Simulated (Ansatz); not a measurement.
# CH4SeSi (SMILES [SiH3]C=[Se]): one structure at several levels

A test off equilibrium: a structure displaced at random from a GFN2-xTB minimum is computed at several levels, and each is set against CCSD(T).

Computed with Ansatz 0.2.0, Gaussian basis. Level: single points in def2-TZVPP.

Correlated methods freeze the cores. Filled d shells of the heavier atoms are correlated.

### Step 1. Starting geometry

SMILES `[SiH3]C=[Se]`, 7 atoms, charge 0, spin multiplicity 1.

Atoms are counted from 1 here; the program's logs count them from 0.

Bond lengths: Si1–C2 1.924 Å, Si1–H4 1.513 Å, Si1–H5 1.522 Å, Si1–H6 1.556 Å, C2–Se3 1.862 Å, C2–H7 1.091 Å. Angles: C2–Si1–H4 107.2°, C2–Si1–H5 105.7°, C2–Si1–H6 110.7°, H4–Si1–H5 112.5°, H4–Si1–H6 110.5°, H5–Si1–H6 110.2°, Si1–C2–Se3 123.8°, Si1–C2–H7 118.7°, Se3–C2–H7 117.5°.

Coordinates:

```xyz
7

Si   -0.6498    0.5084   -0.2020
C     0.8061   -0.7207    0.0679
Se    1.7202   -0.9051    1.6795
H    -1.8751   -0.3159   -0.5300
H    -0.2241    1.4026   -1.3582
H    -0.8945    1.3618    1.0757
H     1.1421   -1.3288   -0.7735
```

### Step 2. CCSD(T)/def2-TZVPP

File run/in.yaml:

```yaml
crystal:
  periodic: [false, false, false]
  atoms:
    - {symbol: Si, position_ang: [-0.649800, 0.508400, -0.202000]}
    - {symbol: C, position_ang: [0.806100, -0.720700, 0.067900]}
    - {symbol: Se, position_ang: [1.720200, -0.905100, 1.679500]}
    - {symbol: H, position_ang: [-1.875100, -0.315900, -0.530000]}
    - {symbol: H, position_ang: [-0.224100, 1.402600, -1.358200]}
    - {symbol: H, position_ang: [-0.894500, 1.361800, 1.075700]}
    - {symbol: H, position_ang: [1.142100, -1.328800, -0.773500]}
basis:
  gaussian: {orbitals: def2-TZVPP}
correlation: {method: ccsd_t}
output: {forces: true}
```

No record of the launch command was kept for these runs.

### Step 3. PBE0-D4/def2-TZVPP

run/in.yaml: that of step 2 with these lines changed.

```diff
@@ -12,3 +12,3 @@
   gaussian: {orbitals: def2-TZVPP}
-correlation: {method: ccsd_t}
-output: {forces: true}
+hamiltonian: {xc: pbe0, dispersion: d4}
+output: {forces: true, orbitals: {seedname: orbitals}}
```

### Step 4. wB97M-V/def2-TZVPP

run/in.yaml: that of step 3 with these lines changed.

```diff
@@ -12,3 +12,3 @@
   gaussian: {orbitals: def2-TZVPP}
-hamiltonian: {xc: pbe0, dispersion: d4}
-output: {forces: true, orbitals: {seedname: orbitals}}
+hamiltonian: {xc: {name: wB97M-V}}
+output: {forces: true}
```

### Step 5. r2SCAN-D4/def2-TZVPP

run/in.yaml: that of step 4 with these lines changed.

```diff
@@ -12,3 +12,3 @@
   gaussian: {orbitals: def2-TZVPP}
-hamiltonian: {xc: {name: wB97M-V}}
+hamiltonian: {xc: r2scan, dispersion: d4}
 output: {forces: true}
```

### Step 6. PBE-D4/def2-TZVPP

run/in.yaml: that of step 5 with these lines changed.

```diff
@@ -12,3 +12,3 @@
   gaussian: {orbitals: def2-TZVPP}
-hamiltonian: {xc: r2scan, dispersion: d4}
+hamiltonian: {xc: pbe, dispersion: d4}
 output: {forces: true}
```

### Step 7. wB97X-V/def2-TZVPP

run/in.yaml: that of step 6 with these lines changed.

```diff
@@ -12,3 +12,3 @@
   gaussian: {orbitals: def2-TZVPP}
-hamiltonian: {xc: pbe, dispersion: d4}
+hamiltonian: {xc: {name: wB97X-V}}
 output: {forces: true}
```

### Step 8. HSE06-D4/def2-TZVPP

run/in.yaml: that of step 7 with these lines changed.

```diff
@@ -12,3 +12,3 @@
   gaussian: {orbitals: def2-TZVPP}
-hamiltonian: {xc: {name: wB97X-V}}
+hamiltonian: {xc: hse06, dispersion: d4}
 output: {forces: true}
```

(Steps that only read results are left out.)

Q: Predict the outcome of this session. Wanted: energy less free atoms, CCSD(T)/def2-TZVPP; RMS force component; RMS force error; HOMO and LUMO, PBE0-D4; T1 diagnostic.

**Answer**, as computed:

| quantity | value |
| --- | --- |
| energy less free atoms, CCSD(T)/def2-TZVPP | -2090.2 kJ/mol |
| RMS force component | 0.736 to 1.017 eV/Å over the methods |
| RMS force error | PBE0-D4 0.207, wB97M-V 0.267, r2SCAN-D4 0.125, PBE-D4 0.152, wB97X-V 0.313, HSE06-D4 0.200 eV/Å |
| HOMO and LUMO, PBE0-D4 | -6.36 and -3.26 eV |
| T1 diagnostic | 0.018 |

Against CCSD(T) the functionals' energies less atoms differ by -75.4 to -28.1 kJ/mol, PBE-D4 by -75.4 kJ/mol. The reference is not at the basis limit: in triple zeta CCSD(T) underbinds, which counts against methods that bind more; the gaps are no ranking. The forces of r2SCAN-D4 come nearest to CCSD(T), those of wB97X-V are farthest. Frozen-core CCSD(T) forces in triple zeta carry basis errors of their own, and this is one geometry, so small gaps rank nothing. The restricted Hartree–Fock reference is unstable towards an unrestricted one at one or more of these structures.
